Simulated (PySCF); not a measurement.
# Tl2: from the state search to spectroscopic constants

One job finds the state of Tl2, follows it along the bond with each method and fits the curves.

The runs use PySCF 2.14.0; Tl def2-TZVPP with ECP60, scalar-relativistic core potentials.

## (1) Input

The job is set up so:

```
atoms                         : Tl, Tl
charge                        : 0
basis                         : Tl def2-TZVPP with ECP60
Hamiltonian                   : scalar-relativistic core potentials
basis functions               : 100
electrons treated             : 42
masses in u                   : 204.9744, 204.9744
levels                        : PBE0, PBE, r²SCAN, B3LYP, r²SCANh, PW91, revPBE, ωB97X, HF, MP2, SCS-MP2, CCSD, CCSD(T)
grid                          : 80 radial by 434 angular points
occupations                   : held fixed by the projection of orbital angular momentum
dissociation limit            : Tl + Tl, each in its ground configuration
starting distance in angstrom : 2.860
values of 2S to try           : 0, 2
```

Command:

```bash
$ OMP_NUM_THREADS=2 python dia.py task.json out
```

Further steps of the session: The PBE0 curve of the state that the search chose; Other states along the same grid; PBE; r²SCAN (meta-GGA); B3LYP (global hybrid GGA); r²SCANh; PW91; revPBE; ωB97X (range-separated hybrid); UHF (mean field); Correlated methods on the Hartree–Fock reference.

**Question.** What will these runs give? Wanted: for each run, Re; ωe; De.

As calculated:

Lowest PBE0 solution found, without spin–orbit coupling: ³Πu (triplet), unpaired electrons σ ↑, π ↑. State 2 has its PBE0 minimum 0.19 eV higher, as a spin-mixed determinant (⟨S²⟩ = 1.01), so this is no gap between pure states. State 3 has its PBE0 minimum 0.25 eV higher. State 4 has its PBE0 minimum 0.34 eV higher. The other levels ran on the lowest alone.

```csv
level,Re (Å),ωe (cm⁻¹),De (eV)
UHF,3.175,79.8,0.54
UHF-MP2,3.042,89.0,1.15
UHF-SCS-MP2,3.068,87.4,0.95
UHF-CCSD,3.104,83.1,0.98
UHF-CCSD(T),3.104,81.9,1.07
PBE,3.176,73.5,1.28
revPBE,3.227,69.4,1.14
PW91,3.167,74.2,1.30
r²SCAN,3.113,79.6,1.27
r²SCANh,3.101,81.3,1.24
B3LYP,3.181,74.7,1.09
PBE0,3.118,80.1,1.18
ωB97X,3.066,91.3,1.07
```

De is counted to Tl + Tl in their ground configurations.

Differences from CCSD(T) in the same basis:

```
      level  Re (mÅ)  ωe (%)
        UHF      +71    -2.5
    UHF-MP2      -62    +8.6
UHF-SCS-MP2      -36    +6.7
   UHF-CCSD        0    +1.4
        PBE      +72   -10.3
     revPBE     +122   -15.3
       PW91      +63    -9.4
     r²SCAN       +9    -2.8
    r²SCANh       -3    -0.7
      B3LYP      +77    -8.8
       PBE0      +14    -2.3
      ωB97X      -38   +11.5
```

In words: Judged by CCSD(T) in the same basis: best bond length UHF-CCSD (0 mÅ), worst revPBE (+122 mÅ); best wavenumber r²SCANh (-0.7 %), worst revPBE (-15.3 %). Of the levels with a De here, UHF gives the least (0.54 eV) and PW91 the most (1.30 eV).

Correlated steps freeze 8 core orbitals. These are scalar-relativistic numbers at best; spin–orbit coupling would shift them, the dissociation energy most. With spin–orbit coupling the term label itself may not hold.
